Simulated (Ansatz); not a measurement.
The system is Si3Au.

```
CELL_PARAMETERS angstrom
0.00000 3.20399 3.20399
3.20399 0.00000 3.20399
3.20399 3.20399 0.00000
ATOMIC_POSITIONS crystal
Si 0.50000 0.50000 0.50000
Si 0.25000 0.25000 0.25000
Si 0.75000 0.75000 0.75000
Au 0.00000 0.00000 0.00000
```

The cell was built by a generator and needn't be a form met in nature.

Base run:

```yaml
Program: Ansatz 0.2.0
Functional: r2SCAN
Potentials_or_basis: Ansatz PAW
Cutoff: "500 eV (not typed: the program's choice for these potentials)"
k_mesh: 5 × 5 × 5
Occupations: fermi-dirac, width 0.05 eV
Spin: spin-orbit coupling, no magnetisation
```

Its results: band gap on the k mesh none (metal or under the smearing width); pressure -1.1 GPa.

**Question.** The run is repeated on the same cell with these changes: functional from r2SCAN to PBE; cutoff from 500 eV (not typed: the program's choice for these potentials) to 420 eV (not typed: the program's choice for these potentials); spin from spin-orbit coupling, no magnetisation to no spin polarisation; potential files from those of the base run to others of the same set. What comes out?

**Answer.** Band gap on the k mesh none (metal or under the smearing width); pressure 0.6 GPa.

Several settings changed at once, so the effect can't be laid on one alone.

Caveats: the PAW data sets come from PBE, with cores solved anew for the run's functional, which leaves a small shift of forces and pressure (some runs); spin-orbit coupling is left out, which moves the levels of the heavy elements (some runs).
